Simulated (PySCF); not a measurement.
**CdB: bond curves at several levels of theory**

The task here is to estimate one member of a computed series from the others.

Program: PySCF 2.14.0. Level of theory: Cd def2-TZVPP with ECP28, B def2-TZVPP, scalar-relativistic core potentials. These are calculated values, not measurements.

Set-up of the first run:

Settings of the job:

```json
{
 "atoms": "Cd, B",
 "charge": "0",
 "basis": "Cd def2-TZVPP with ECP28, B def2-TZVPP",
 "Hamiltonian": "scalar-relativistic core potentials",
 "basis functions": "87",
 "electrons treated": "25",
 "masses in u": "113.9034, 11.0093",
 "levels": "PBE0, PBE, r²SCAN, r²SCAN0, revPBE, LDA, TPSS, CAM-B3LYP, HF, MP2, SCS-MP2",
 "grid": "80 radial by 434 angular points",
 "occupations": "held fixed by the projection of orbital angular momentum",
 "dissociation limit": "Cd + B, each in its ground configuration",
 "starting distance in angstrom": "2.215",
 "values of 2S to try": "1, 3"
}
```

Run with:

```bash
$ OMP_NUM_THREADS=1 python dia.py task.json out
```

Steps of the session up to this table: The job; PBE0 along the bond; Other states along the same grid; PBE; r²SCAN (meta-GGA); r²SCAN0; revPBE; LDA (local density); TPSS; CAM-B3LYP (range-separated hybrid); UHF (mean field).

One table of the session follows, with a row left open; its other results are not shown here.

| level | Re (Å) | ωe (cm⁻¹) | De (eV) | μ (D) |
| --- | --- | --- | --- | --- |
| LDA | 2.275 | 349 | 0.91 | -1.70 |
| PBE | 2.373 | 297.3 | 0.61 | -1.87 |
| revPBE | 2.411 | 277.6 | 0.480 | -1.92 |
| TPSS | 2.410 | 277.9 | 0.52 | -1.93 |
| r²SCAN | 2.362 | 302 | 0.58 | -1.76 |
| PBE0 | ? | ? | ? | ? |
| r²SCAN0 | 2.403 | 267.9 | 0.419 | -1.72 |
| CAM-B3LYP | 2.523 | 195.9 | 0.203 | -1.58 |

Estimate the missing values for PBE0.

**Answer.** Re (Å): 2.424; ωe (cm⁻¹): 267.2; De (eV): 0.448; μ (D): -1.92. In the column «Re (Å)» it lies between revPBE (2.411) and CAM-B3LYP (2.523).

De is counted to Cd + B in their ground configurations. No constants: UHF (no minimum is bracketed among the points kept).
